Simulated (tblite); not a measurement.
# C3H11NOSi3: the cost of one run

Programs: tblite 0.8.0 and PySCF 2.14.0, with density-fitted response routines of our own. Each step states its level of theory. These are calculated values for one molecule in the gas phase, unless marked as measured. Atoms count from 0, in the outputs and in this text.

### 1 The molecule as given

19 atoms, charge 0, multiplicity 1; geometry from: force field or distance geometry start.

Bonds of the start (Å): C0–C1 1.52, C1–Si2 1.88, Si2–O3 1.71, O3–Si4 1.70, Si2–Si5 2.22, Si5–C6 1.81, C6–N7 1.14, C0–H8 1.09, C0–H9 1.11, C0–H10 1.12, C1–H11 1.12, C1–H12 1.11, Si2–H13 1.47, Si4–H14 1.48, Si4–H15 1.45, Si4–H16 1.46, Si5–H17 1.49, Si5–H18 1.47.

### 2 Optimising the geometry with GFN2-xTB

What the job is given:

```
{"job": {"kind": "relax", "xc": "GFN2-xTB", "basis": "xTB"}, "charge": 0, "multiplicity": 1}
C      0.082300     2.273200     0.039000
C     -0.196100     1.157200    -0.955900
Si    -0.033300    -0.537800    -0.151300
O     -1.122500    -0.697100     1.160200
Si    -2.636900    -1.234800     0.609500
Si     2.041800    -0.770600     0.604200
C      3.180500    -1.441200    -0.632000
N      3.896200    -1.863700    -1.418200
H      0.964600     1.998700     0.619000
H      0.267600     3.177200    -0.574600
H     -0.821300     2.396600     0.686800
H      0.568600     1.254500    -1.768300
H     -1.240500     1.252000    -1.332800
H     -0.278200    -1.561200    -1.177400
H     -3.723400    -0.648600     1.417400
H     -2.701100    -2.676100     0.793600
H     -2.801900    -0.881900    -0.801600
H      1.993000    -1.696800     1.764600
H      2.550800     0.509600     1.110600
```

On the command line:

```console
$ OMP_NUM_THREADS=1 python probes_run.py task.json out
```

The driver reads the jobs from task.json and runs them one after another.

**Question.** How long does this first job take on 1 thread of Arm Neoverse V2, shared host, and how much memory does it need?

About 2.4 s, with a peak of 0.18 GiB.
